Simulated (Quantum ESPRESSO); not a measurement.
CoSi2:

```
Co Si
1.0
     0.00000    2.67178    2.64501
     2.67178    0.00000    2.64501
     2.67178    2.67178    0.00000
Co Si
1 2
Cartesian
  0.0000 0.0000 0.0000
  1.3359 1.3359 1.3225
  4.0077 4.0077 3.9675
```

The cell was built by a generator and needn't be a form met in nature.

A run of Quantum ESPRESSO 7.5 on this cell left the log below. Logs are shortened: lines on timing, memory, paths and dates and some standing lists are left out, and cuts for length are marked.

```text
This program is part of the open-source Quantum ESPRESSO suite
     for quantum simulation of materials; please cite
         "P. Giannozzi et al., J. Phys.:Condens. Matter 21 395502 (2009);
         "P. Giannozzi et al., J. Phys.:Condens. Matter 29 465901 (2017);
         "P. Giannozzi et al., J. Chem. Phys. 152 154105 (2020);
     in publications or presentations arising from this work. More details at

     Message from routine setup:
     using ibrav=0 with symmetry is DISCOURAGED, use correct ibrav instead

     G-vector sticks info
     --------------------
     sticks:   dense  smooth     PW     G-vecs:    dense   smooth      PW
     Sum        1527     765    241                39693    14067    2421

     Using Slab Decomposition

     bravais-lattice index     =            0
     lattice parameter (alat)  =       7.1046  a.u.
     unit-cell volume          =     254.8329 (a.u.)^3
     number of atoms/cell      =            3
     number of atomic types    =            2
     number of electrons       =        25.00
     number of Kohn-Sham states=           19
     kinetic-energy cutoff     =      55.0000  Ry
     charge density cutoff     =     440.0000  Ry
     scf convergence threshold =      6.0E-10
     mixing beta               =       0.5000
     number of iterations used =            8  plain     mixing
     Exchange-correlation= PBE
                           (   1   4   3   4   0   0   0)

     celldm(1)=   7.104588  celldm(2)=   0.000000  celldm(3)=   0.000000
     celldm(4)=   0.000000  celldm(5)=   0.000000  celldm(6)=   0.000000

     crystal axes: (cart. coord. in units of alat)
               a(1) = (   0.000000   0.710658   0.703537 )
               a(2) = (   0.710658   0.000000   0.703537 )
               a(3) = (   0.710658   0.710658   0.000000 )

     reciprocal axes: (cart. coord. in units 2 pi/alat)
               b(1) = ( -0.703573  0.703573  0.710694 )
               b(2) = (  0.703573 -0.703573  0.710694 )
               b(3) = (  0.703573  0.703573 -0.710694 )

     PseudoPot. # 1 for Co read from file:
     Co_pbe_v1.2.uspp.F.UPF
     Pseudo is Ultrasoft + core correction, Zval = 17.0
     Generated by new atomic code, or converted to UPF format
     Using radial grid of  863 points,  6 beta functions with:
                l(1) =   0
                l(2) =   0
                l(3) =   1
                l(4) =   1
                l(5) =   2
                l(6) =   2
     Q(r) pseudized with  8 coefficients,  rinner =    1.200   1.200   1.200
                                                       1.200   1.200

     PseudoPot. # 2 for Si read from file:
     Si.pbe-n-rrkjus_psl.1.0.0.UPF
     Pseudo is Ultrasoft + core correction, Zval =  4.0
     Generated using "atomic" code by A. Dal Corso  v.5.1
     Using radial grid of 1141 points,  6 beta functions with:
                l(1) =   0
                l(2) =   0
                l(3) =   1
                l(4) =   1
                l(5) =   2
                l(6) =   2
     Q(r) pseudized with 0 coefficients

     atomic species   valence    mass     pseudopotential
     Co               17.00    58.93320     Co( 1.00)
     Si                4.00    28.08500     Si( 1.00)

     16 Sym. Ops., with inversion, found

   Cartesian axes

     site n.     atom                  positions (alat units)
         1        Co     tau(   1) = (   0.0000000   0.0000000   0.0000000  )
         2        Si     tau(   2) = (   0.3553291   0.3553291   0.3517687  )
         3        Si     tau(   3) = (   1.0659873   1.0659873   1.0553061  )

     number of k points=   349  Methfessel-Paxton smearing, width (Ry)=  0.0073

     Number of k-points >= 100: set verbosity='high' to print them.

     Dense  grid:    39693 G-vectors     FFT dimensions: (  48,  48,  48)

     Smooth grid:    14067 G-vectors     FFT dimensions: (  36,  36,  36)

     Check: negative core charge=   -0.000011

     Initial potential from superposition of free atoms

     starting charge      23.9989, renormalised to      25.0000
     Starting wfcs are   21 randomized atomic wfcs

     Self-consistent Calculation

     iteration #  1     ecut=    55.00 Ry     beta= 0.50
     Davidson diagonalization with overlap
     ethr =  1.00E-02,  avg # of iterations =  4.5

     total energy              =    -311.91475980 Ry
     estimated scf accuracy    <      15.76102002 Ry

     iteration #  2     ecut=    55.00 Ry     beta= 0.50
     Davidson diagonalization with overlap
     ethr =  1.00E-02,  avg # of iterations =  3.0
[... 120 lines left out ...]
     total energy              =    -321.42853541 Ry
     estimated scf accuracy    <          5.7E-09 Ry

     iteration # 20     ecut=    55.00 Ry     beta= 0.50
     Davidson diagonalization with overlap
     ethr =  2.28E-11,  avg # of iterations =  1.4

     End of self-consistent calculation

     Number of k-points >= 100: set verbosity='high' to print the bands.

     the Fermi energy is    13.0555 ev

!    total energy              =    -321.42853541 Ry
     estimated scf accuracy    <          1.6E-10 Ry
     smearing contrib. (-TS)   =      -0.00001914 Ry
     internal energy E=F+TS    =    -321.42851627 Ry

     The total energy is F=E-TS. E is the sum of the following terms:
     one-electron contribution =    -236.23559305 Ry
     hartree contribution      =     131.48985764 Ry
     xc contribution           =     -45.30455764 Ry
     ewald contribution        =    -171.37822323 Ry

     convergence has been achieved in  20 iterations

     Forces acting on atoms (cartesian axes, Ry/au):

     atom    1 type  1   force =     0.00000000    0.00000000    0.00000000
     atom    2 type  2   force =    -0.00000000    0.00000000   -0.00000000
     atom    3 type  2   force =     0.00000000    0.00000000    0.00000000

     Total force =     0.000000     Total SCF correction =     0.000000

     Computing stress (Cartesian axis) and pressure

          total   stress  (Ry/bohr**3)                   (kbar)     P=       36.24
   0.00022572   0.00000000   0.00000000           33.20        0.00        0.00
   0.00000000   0.00022572   0.00000000            0.00       33.20        0.00
  -0.00000000   0.00000000   0.00028753           -0.00        0.00       42.30

=------------------------------------------------------------------------------=
   JOB DONE.
=------------------------------------------------------------------------------=
```

Question: Write the input and the command behind it.

Answer: Single point with PBE, no spin polarisation. The files as run (others can give the same):

pw.in
```
&CONTROL
  calculation = 'scf'
  prefix = 'pwscf'
  outdir = './tmp'
  pseudo_dir = './pseudo'
  tprnfor = .true.
  tstress = .true.
  disk_io = 'nowf'
/
&SYSTEM
  ibrav = 0
  nat = 3
  ntyp = 2
  ecutwfc = 55
  ecutrho = 440
  nbnd = 19
  occupations = 'smearing'
  smearing = 'mp'
  degauss = 0.00734986
/
&ELECTRONS
  conv_thr = 6d-10
  electron_maxstep = 120
  mixing_beta = 0.5
/
ATOMIC_SPECIES
Co    58.9332 Co_pbe_v1.2.uspp.F.UPF
Si    28.0850 Si.pbe-n-rrkjus_psl.1.0.0.UPF
CELL_PARAMETERS angstrom
   0.0000000000    2.6717807300    2.6450093800
   2.6717807300    0.0000000000    2.6450093800
   2.6717807300    2.6717807300    0.0000000000
ATOMIC_POSITIONS crystal
Co     0.0000000000    0.0000000000    0.0000000000
Si     0.2500000000    0.2500000000    0.2500000000
Si     0.7500000000    0.7500000000    0.7500000000
K_POINTS automatic
16 16 16 0 0 0
```

Potentials or basis: SSSP 1.3 efficiency PBE.
Command:
```sh
$ OMP_NUM_THREADS=1 pw.x -in pw.in > pw.out
```
